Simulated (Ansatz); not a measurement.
**Ni: a tetragonal deformation path**

One table from this session's results is given with a row withheld; the runs are named, their logs left out.

Method: DFT r2SCAN, scalar-relativistic, plane waves, PAW, in Ansatz 0.2.0.

**Starting point**

It takes space group Im-3m (No. 229, cubic). Conventional cell: a = 2.767 Å, b = 2.767 Å, c = 2.767 Å, α = 90.00°, β = 90.00°, γ = 90.00°. Ni (site symmetry m-3m) has 8 Ni at 2.40 Å in its first shell of neighbours.

Coordinates:

```cif
data_structure
_symmetry_space_group_name_H-M 'Im-3m'
_symmetry_Int_Tables_number 229
_cell_length_a 2.7674
_cell_length_b 2.7674
_cell_length_c 2.7674
_cell_angle_alpha 90.000
_cell_angle_beta 90.000
_cell_angle_gamma 90.000
_cell_volume 21.19
loop_
_atom_site_label
_atom_site_type_symbol
_atom_site_symmetry_multiplicity
_atom_site_Wyckoff_symbol
_atom_site_fract_x
_atom_site_fract_y
_atom_site_fract_z
_atom_site_occupancy
Ni1 Ni 2 a 0.00000 0.00000 0.00000 1
```

It goes back to an entry of the Materials Project, which need not be the stable form.

The cell is taken as given, not relaxed at this level.

**The reference cell**

The reference gives a free energy of -5845.1765 eV, pressure -0.35 GPa, largest force 0.000 eV/Å and gap on the mesh none (metal). It was computed beforehand with the settings of the runs below.

The first run:

At fixed volume and fractional coordinates, lengths along (0.000, 0.000, 1.000) are scaled against those across it; ρ is that ratio over its starting value.

Input file input.yaml:

```yaml
crystal:
  lattice:
    - [-1.5532462906, 1.5532462906, 1.0981451275]
    - [1.5532462906, -1.5532462906, 1.0981451275]
    - [1.5532462906, 1.5532462906, -1.0981451275]
  atoms:
    - { symbol: Ni, position: [0.0, 0.0, 0.0], spin: 0.78 }
basis:
  ecutwfc: 500
kpoints:
  mp_grid: { grid: [26, 26, 26] }
hamiltonian:
  xc: r2scan
scf:
  occupations: { method: gaussian, width: 0.15 }
output:
  forces: true
  stress: true
  eigenvalues: true
  populations: true
magnetization:
  spin_polarized: true
```

Run with:

```
$ ansatz run input.yaml --threads 1 --pin off --max-ram 2560MiB --backend cpu --events-out ev --progress --plain --runs-dir out
```

Steps of the session up to this table: At ρ = 0.707; Point ρ = 1.414; At ρ = 0.850; ρ = 1.200.

One of the session's tables, all rows but one given; the rest of the session is left out.

It belongs to the step «The scan collected». The scan, with free energies counted from the undisturbed cell:

| ρ | ΔE (meV/atom) | pressure (GPa) | moment (μB/cell) |
| --- | --- | --- | --- |
| 0.707 | 179.2 | 11.0 | 0.71 |
| 0.850 | ? | ? | ? |
| 1.000 | 0.0 | -0.4 | 0.63 |
| 1.200 | -63.4 | -0.6 | 0.72 |
| 1.414 | -120.1 | -1.6 | 0.73 |

Q: Estimate the row for ρ = 0.850 from the others.

Worked estimate for «ΔE (meV/atom)». A straight line through the neighbours (0.707, 179.2) and (1.000, 0.0) gives 179.2 + (0.0 − 179.2) × (0.850 − 0.707) / (1.000 − 0.707) = 91.7; a parabola fitted to 3 rows on both sides gives 78.9.

As computed: ΔE (meV/atom): -30.5; pressure (GPa): 0.6; moment (μB/cell): 0.69. In «ΔE (meV/atom)» the line misses by +122.2 and the parabola by +109.4. Between these rows the values bend or scatter more than so simple an estimate can follow.

Caveats from the session: The magnetic state reached may not be the lowest one. Warnings in the runs' records: stability check not made.
